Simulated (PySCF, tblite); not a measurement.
# C₃H₁₁ClSi₃: geometry, infrared bands and NMR shifts

Wanted: the infrared bands and NMR shifts of C₃H₁₁ClSi₃ (`C[Si@@H]1[SiH2]C[Si@@H]1CCl`), by calculation.

Computed with tblite 0.8.0 and PySCF 2.14.0, with density-fitted response routines of our own, on a single molecule in the gas phase. Atoms are numbered from 0 throughout.

**1. The starting structure**

18 atoms, charge 0, multiplicity 1; geometry from: force field or distance geometry start.

Bonds of the start (Å): C0–Si1 1.82, Si1–Si2 2.27, Si2–C3 1.90, C3–Si4 1.93, Si4–C5 1.83, C5–Cl6 1.77, Si4–Si1 2.27, C0–H7 1.10, C0–H8 1.09, C0–H9 1.09, Si1–H10 1.50, Si2–H11 1.49, Si2–H12 1.49, C3–H13 1.09, C3–H14 1.09, Si4–H15 1.49, C5–H16 1.10, C5–H17 1.09.

**2. Geometry optimisation with GFN2-xTB**

What the job is given:

```
{"job": {"kind": "relax", "xc": "GFN2-xTB", "basis": "xTB"}, "charge": 0, "multiplicity": 1}
C     -1.773200    -1.216300    -0.877300
Si    -1.183800    -0.340500     0.603800
Si    -0.954500     1.897400     0.322900
C      0.760400     1.611600    -0.449400
Si     1.060600     0.021400     0.594200
C      1.991100    -1.204900    -0.388300
Cl     2.011300    -2.760400     0.464200
H     -2.858400    -1.095900    -0.988300
H     -1.569700    -2.290400    -0.821000
H     -1.322700    -0.843400    -1.792100
H     -1.775300    -0.790400     1.904700
H     -1.928100     2.479400    -0.650300
H     -0.900300     2.660300     1.605600
H      0.725900     1.412800    -1.520200
H      1.474900     2.413300    -0.241100
H      1.631800     0.339100     1.936100
H      3.039300    -0.902000    -0.526500
H      1.561900    -1.384800    -1.374800
```

Command:

```bash
OMP_NUM_THREADS=1 python probes_run.py task.json out
```

One launch serves the whole session: the jobs run in the order shown.

**Question.** This job is followed by: GFN2-xTB harmonic vibrations, gas phase; GIAO PBE0/pcSseg-1 NMR shielding, non-relativistic, gas phase. What will the session give for the following? strongest single infrared mode (GFN2-xTB); zero-point energy (GFN2-xTB); ¹³C shifts against TMS (PBE0/pcSseg-1); ¹H shifts against TMS (PBE0/pcSseg-1, means over atoms taken as alike); ²⁹Si shifts against TMS (PBE0/pcSseg-1); ³⁵Cl shifts against HCl (PBE0/pcSseg-1).

The runs gave:

```
                                                              quantity                                                     value
                             strongest single infrared mode (GFN2-xTB)                                     2175 cm⁻¹, 595 km/mol
                                          zero-point energy (GFN2-xTB)                                             77.7 kcal/mol
                                ¹³C shifts against TMS (PBE0/pcSseg-1)                                      32.9, -4.3, -6.0 ppm
¹H shifts against TMS (PBE0/pcSseg-1, means over atoms taken as alike)  5.07, 5.02, 4.57, 4.51, 3.36, 3.17, 0.55, 0.52, 0.24 ppm
                               ²⁹Si shifts against TMS (PBE0/pcSseg-1)                                   -19.2, -31.2, -59.9 ppm
                               ³⁵Cl shifts against HCl (PBE0/pcSseg-1)                                                    25 ppm
```

Relaxing lowered the energy by 0.703 eV in 147 steps; the close pair that moved most is Si4–C5, from 1.826 to 1.921 Å. No mode is imaginary among the 48: a minimum at this level. The strongest single mode, at 2175 cm⁻¹, moves mainly H11. GFN2-xTB is a fitted tight-binding method: band positions and strengths are rough. Its intensities can rank the bands wrongly. C5 (sp3 CH2 bonded to Cl and Si) lies farthest downfield among carbon, at 32.9 ppm; pulled downfield by the heteroatom. At PBE0/pcSseg-1: The largest span, 280 ppm, is at Cl6, where the paramagnetic term is -222 ppm.
